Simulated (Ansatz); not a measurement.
# Al2Cu: the cost of one run

All numbers are computed with Ansatz 0.2.0, driven from Python. Level of theory: DFT PBEsol, all-electron LAPW.

### 1 The structure

The structure is tetragonal, space group P4/mmm (No. 123). The conventional cell has a = 4.105 Å, b = 4.105 Å, c = 2.891 Å, α = 90.00°, β = 90.00°, γ = 90.00°. Around Al (site symmetry mmm) lie 4 Cu at 2.51 Å. Around Cu (site symmetry 4/mmm) lie 8 Al at 2.51 Å.

The script holds or builds the structure itself.

### 2 The script

The input, eos_lapw_al2cu.py:

```python
"""All-electron equation of state of Al2Cu."""

import ansatz as az
from ase.eos import EquationOfState
from ase.units import GPa
import numpy as np

VECTORS = np.array([
    [4.105182, 0.0, 0.0],
    [0.0, 4.105182, 0.0],
    [0.0, 0.0, 2.891313],
])
SITES = [
    ("Al", (0.5, 0.0, 0.5)),
    ("Al", (0.0, 0.5, 0.5)),
    ("Cu", (0.0, 0.0, 0.0)),
]


def on_lattice(cell):
    crystal = az.Crystal(lattice=az.Lattice.of(cell))
    for symbol, position in SITES:
        crystal = crystal.atom(symbol, position)
    return crystal


def main() -> None:
    volumes, energies = [], []
    for scale in np.linspace(0.94, 1.06, 5):
        cell = VECTORS * scale ** (1 / 3)
        calc = (
            on_lattice(cell).calculation()
            .functional("PBEsol")
            .occupations(az.OccupationsMethod.METHFESSEL_PAXTON, width=50 * az.meV)
            .scf(tolerance=1e-09)
            .kpoints(7, 7, 10)
            .pseudopotentials("all_electron", lapw=True)
        )
        summary = calc.run(threads=1).report
        volumes.append(abs(np.linalg.det(cell)) / len(SITES))
        energies.append(summary["free_energy_ev"] / len(SITES))
        print(f"{scale:.3f} {volumes[-1]:9.4f} A^3/atom {energies[-1]:16.5f} eV/atom  (estimated basis error {1000 * summary['lapw_basis_errors']['total_ev_per_atom']:.2f} meV/atom)")
    v0, e0, bulk = EquationOfState(volumes, energies, eos="birchmurnaghan").fit()
    print(f"V0 = {v0:.4f} A^3/atom, B0 = {bulk / GPa:.1f} GPa")


if __name__ == "__main__":
    main()
```

### 3 The calls as engine input

The package turns the script's settings into the engine's input (first run):

```yaml
crystal:
  lattice:
    - [4.021379260949167, 0.0, 0.0]
    - [0.0, 4.021379260949167, 0.0]
    - [0.0, 0.0, 2.8322900507487163]
  atoms:
    - { symbol: Al, position: [0.5, 0.0, 0.5] }
    - { symbol: Al, position: [0.0, 0.5, 0.5] }
    - { symbol: Cu, position: [0.0, 0.0, 0.0] }
kpoints:
  mp_grid:
    grid: [7, 7, 10]
hamiltonian:
  xc: pbesol
  pseudopotentials:
    kind: all_electron
    lapw: {}
scf:
  convergence:
    dr2_threshold: 1.0e-09
  occupations:
    method: methfessel_paxton
    width: 0.05
```

### 4 The run

The run is started by

```sh
python eos_lapw_al2cu.py
```

**Question.** How long does this script take on 1 thread of Intel Xeon 6975P-C (Granite Rapids), shared host, and how much memory does it need?

About 82 s, with a peak of 0.55 GiB.
